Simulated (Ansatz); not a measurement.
# C₂H₃AlClF: small, medium and large basis sets

An exercise on one series of results from a longer session: the logs are not shown, and one member is left open.

Method: one geometry, several basis sets; program: Ansatz 0.2.0, Gaussian basis.

Plan: PBE0-D4/def2-SVP; ωB97M-V/def2-SVP; PBE0-D4/def2-QZVPP; ωB97M-V/def2-QZVPP; the functionals' def2-TZVPP values are taken from earlier runs.

**The geometry**

The geometry comes from an earlier relaxation with PBE0-D4 in a triple-zeta def2 set; it is a stationary point, not always the lowest conformer.

SMILES `C=[C](Cl)[AlH][F]`, 8 atoms, charge 0, spin multiplicity 1.

Atoms are counted from 1 here; the program's logs count them from 0.

Bond lengths: C1–C2 1.332 Å, C1–H6 1.086 Å, C1–H7 1.087 Å, C2–Cl3 1.740 Å, C2–Al4 1.939 Å, Al4–F5 1.644 Å, Al4–H8 1.573 Å. Angles: C2–C1–H6 123.3°, C2–C1–H7 119.5°, H6–C1–H7 117.2°, C1–C2–Cl3 119.5°, C1–C2–Al4 120.1°, Cl3–C2–Al4 120.4°, C2–Al4–F5 119.9°, C2–Al4–H8 120.7°, F5–Al4–H8 119.4°.

Set-up of the first run:

in.yaml

```yaml
crystal:
  periodic: [false, false, false]
  atoms:
    - {symbol: C, position_ang: [-1.238533, -0.070222, 0.648638]}
    - {symbol: C, position_ang: [-0.072078, 0.495359, 0.344010]}
    - {symbol: Cl, position_ang: [0.344838, 2.032423, 1.044512]}
    - {symbol: Al, position_ang: [1.149566, -0.391995, -0.872062]}
    - {symbol: F, position_ang: [2.590517, 0.308088, -1.243441]}
    - {symbol: H, position_ang: [-1.961072, 0.380160, 1.323205]}
    - {symbol: H, position_ang: [-1.499059, -1.030027, 0.210840]}
    - {symbol: H, position_ang: [0.777918, -1.780887, -1.511403]}
basis:
  gaussian: {orbitals: def2-SVP}
hamiltonian: {xc: pbe0, dispersion: d4}
output: {orbitals: {seedname: orbitals}}
```

The run is started by

```sh
ansatz run in.yaml --threads 2 --pin off --events-out ev --progress --plain --max-ram 4352MiB
```

Among the steps run: PBE0-D4 in def2-SVP; ωB97M-V in def2-SVP; PBE0-D4 in def2-QZVPP; ωB97M-V in def2-QZVPP.

One of the session's tables, all rows but one given; the rest of the session is left out.

It belongs to the step «Density functionals: the series». 

```
functional       basis  HOMO (eV)  LUMO (eV)
   PBE0-D4    def2-SVP      -7.67      -1.56
   PBE0-D4  def2-TZVPP      -7.80      -1.68
   PBE0-D4  def2-QZVPP      -7.83      -1.71
   ωB97M-V    def2-SVP      -9.80       0.32
   ωB97M-V  def2-TZVPP          ?          ?
   ωB97M-V  def2-QZVPP     -10.00       0.00
```

Estimate the missing values for ωB97M-V, def2-TZVPP.

**Answer.** HOMO (eV): -9.97; LUMO (eV): 0.12. In the column «HOMO (eV)» it lies between ωB97M-V, def2-QZVPP (-10.00) and ωB97M-V, def2-SVP (-9.80).
